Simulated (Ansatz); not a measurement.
# TaGeW6: the cost of one run

Program: Ansatz 0.2.0. Level of theory: DFT PBE, scalar-relativistic, plane waves, PAW, unless a step names another level. These are calculated values, not measurements.

8 further runs of the same task are left out: 8 set aside as unsound or not needed.

**1. What the formula suggests**

Pauling electronegativities: Ta 1.50, Ge 2.01, W 2.36 (spread 0.86). No set of common oxidation states balances it. Tabulated atomic sizes suggest about 17 Å³/atom. 24 candidates were drawn, by swapping species into database cells of other compounds, at random by space group and Wyckoff sites, or by hand, as the table says:

```csv
name,made from,space group no.,Wyckoff sites,atoms (primitive cell),V (Å³/atom)
c01,database cell of TiAlNi6,123,"Ta 1b; Ge 1a; W 1c, 1d, 4i",8,17.3
c02,random,216,"Ta 4b; Ge 4a; W 4c, 16e, 4d",8,18.4
c03,database cell of V6GaSi,200,Ta 1a; Ge 1b; W 6f,8,15.8
c04,"built by hand: layered bcc 1x1x4, TaGe bilayer in W",99,"Ta 1a; Ge 1b; W 1b, 1a, 1a, 1b, 1b, 1a",8,16.7
c05,random,216,Ta 4d; Ge 4b; W 24g,8,18.9
c06,database cell of LaGa6Pd,123,"Ta 1a; Ge 1b; W 4i, 2h",8,16.9
c07,built by hand: bcc 2x2x1 ordered superstructure,123,"Ta 1a; Ge 1c; W 4k, 2f",8,16.7
c08,random,166,"Ta 3b; Ge 3a; W 9d, 9e",8,19.2
c09,built by hand: ordered Ca7Ge,225,Ta 4b; Ge 4a; W 24d,8,16.7
c10,built by hand: ordered A15 (Cr3Si-derived),200,Ta 1a; Ge 1b; W 6f,8,16.7
c11,random,216,Ta 4b; Ge 4d; W 24f,8,17.0
c12,random,221,"Ta 1a; Ge 1b; W 3d, 3c",8,19.1
c13,database cell of CaPbF6,225,Ta 4b; Ge 4a; W 24e,8,22.6
c14,random,191,"Ta 1b; Ge 1a; W 4h, 2e",8,20.3
c15,random,221,Ta 1a; Ge 1b; W 6e,8,21.3
c16,database cell of TaTiNi6,187,"Ta 1a; Ge 1d; W 3k, 3j",8,18.0
c17,random,191,"Ta 1a; Ge 1b; W 4h, 2d",8,18.2
c18,random,221,Ta 1a; Ge 1b; W 6f,8,18.8
c19,database cell of AlCoNi6,123,"Ta 1a; Ge 1b; W 1c, 1d, 4i",8,17.8
c20,random,225,Ta 4a; Ge 4b; W 24e,8,21.3
c21,database cell of Nb6AlGa,200,Ta 1b; Ge 1a; W 6f,8,18.8
c22,random,191,Ta 1a; Ge 1b; W 6i,8,17.9
c23,random,216,"Ta 4c; Ge 4b; W 16e, 4a, 4d",8,19.7
c24,database cell of GdHoAl6,187,"Ta 1b; Ge 1e; W 3k, 3j",8,18.7
```

**2. Screening run of c04**

Contents of input.yaml:

```yaml
crystal:
  lattice:
    - [3.22, 0.0, 0.0]
    - [0.0, 3.22, 0.0]
    - [0.0, 0.0, 12.88]
  atoms:
    - { symbol: Ta, position: [0.0, 0.0, 0.0] }
    - { symbol: Ge, position: [0.5, 0.5, 0.125] }
    - { symbol: W, position: [0.5, 0.5, 0.625] }
    - { symbol: W, position: [0.0, 0.0, 0.75] }
    - { symbol: W, position: [0.0, 0.0, 0.25] }
    - { symbol: W, position: [0.5, 0.5, 0.375] }
    - { symbol: W, position: [0.5, 0.5, 0.875] }
    - { symbol: W, position: [0.0, 0.0, 0.5] }
basis:
  ecutwfc: 420
kpoints:
  mp_grid: { grid: [5, 5, 2] }
hamiltonian:
  xc: pbe
scf:
  occupations: { method: gaussian, width: 0.2 }
  lower_state_search: "off"
output:
  forces: true
  stress: true
  eigenvalues: true
relax:
  adjacent_minimum: "off"
  f_tol: 0.08
  max_steps: 16
  cell: { stress_tol: 0.8 }
```

On the command line:

```sh
$ ansatz run input.yaml --threads 1 --pin off --max-ram 2560MiB --backend cpu --events-out ev --progress --plain --runs-dir out
```

What time and memory should one allow on 1 thread of Arm Neoverse V2, shared host?

About 62 s, with a peak of 0.42 GiB.
